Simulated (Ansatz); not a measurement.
# CaWO4 (Scheelite): a single-point run

Wanted: field gradients for CaWO4 (Scheelite).

Computed with Ansatz 0.2.0 (DFT, PBE, plane-wave PAW, default files, scalar-relativistic, unless a step's input says otherwise).

### Step 1. The system as given

Symmetry: I4_1/a, No. 88, tetragonal system. Conventional cell: a = 5.194 Å, b = 5.194 Å, c = 11.255 Å, α = 90.00°, β = 90.00°, γ = 90.00°. Ca (site symmetry -4) has 8 O at 2.35 to 2.47 Å as nearest neighbours. Around W (site symmetry -4) lie 4 O at 1.83 Å. Around O (site symmetry 1) lie 1 W at 1.83 Å and 2 Ca at 2.35 to 2.47 Å.

The input asks for a charge of +6 e on the cell.

As a file:

```cif
data_structure
_symmetry_space_group_name_H-M 'P 1'
_symmetry_Int_Tables_number 1
_cell_length_a 6.7198
_cell_length_b 6.7198
_cell_length_c 6.7198
_cell_angle_alpha 134.534
_cell_angle_beta 134.534
_cell_angle_gamma 66.256
_cell_volume 151.79
loop_
_atom_site_label
_atom_site_type_symbol
_atom_site_fract_x
_atom_site_fract_y
_atom_site_fract_z
_atom_site_occupancy
Ca1 Ca 0.75000 0.25000 0.50000 1
Ca2 Ca 0.00000 0.00000 0.00000 1
W1 W 0.25000 0.75000 0.50000 1
W2 W 0.50000 0.50000 0.00000 1
O1 O 0.09740 0.99520 0.40680 1
O2 O 0.74520 0.83840 0.39780 1
O3 O 0.58840 0.69060 0.59320 1
O4 O 0.44060 0.34740 0.60220 1
O5 O 0.65260 0.25480 0.09320 1
O6 O 0.00480 0.41160 0.10220 1
O7 O 0.16160 0.55940 0.90680 1
O8 O 0.30940 0.90260 0.89780 1
```

### Step 2. Input and run

Contents of input.yaml:

```yaml
crystal:
  lattice:
    - [-2.5968, 2.5968, 5.6275]
    - [2.5968, -2.5968, 5.6275]
    - [2.5968, 2.5968, -5.6275]
  atoms:
    - { symbol: Ca, position: [0.75, 0.25, 0.5] }
    - { symbol: Ca, position: [0.0, 0.0, 0.0] }
    - { symbol: W, position: [0.25, 0.75, 0.5] }
    - { symbol: W, position: [0.5, 0.5, 0.0] }
    - { symbol: O, position: [0.0974, 0.9952, 0.4068] }
    - { symbol: O, position: [0.7452, 0.8384, 0.3978] }
    - { symbol: O, position: [0.5884, 0.6906, 0.5932] }
    - { symbol: O, position: [0.4406, 0.3474, 0.6022] }
    - { symbol: O, position: [0.6526, 0.2548, 0.0932] }
    - { symbol: O, position: [0.0048, 0.4116, 0.1022] }
    - { symbol: O, position: [0.1616, 0.5594, 0.9068] }
    - { symbol: O, position: [0.3094, 0.9026, 0.8978] }
kpoints:
  mp_grid: { grid: [6, 6, 6] }
scf:
  occupations: { method: fermi_dirac, width: 0.02 }
  max_iter: 75
hamiltonian:
  xc: pbe
  pseudopotentials: { kind: paw }
output:
  forces: true
  stress: true
  populations: true
  efg:
    quadrupole_moments_barn: { Ca: -0.0408, O: -0.02558 }
    contact_densities: true
total_charge: 6
```

The run is started by

```bash
$ ansatz run input.yaml --threads 1 --pin off --max-ram 2560MiB --backend cpu --events-out ev --progress --plain --runs-dir out
```

Q: Will this input give a usable result? If not, why, and what should change?

This run ends as converged, with warnings (gradients without spin orbit). It gives a pressure of 28 GPa, which is large; a structure far from rest gives such values too, whatever the setting.

In the input, total_charge is 6. The net charge is not the one intended, so the run treats another number of electrons.

Run again and compare: delete total_charge (the default then holds).
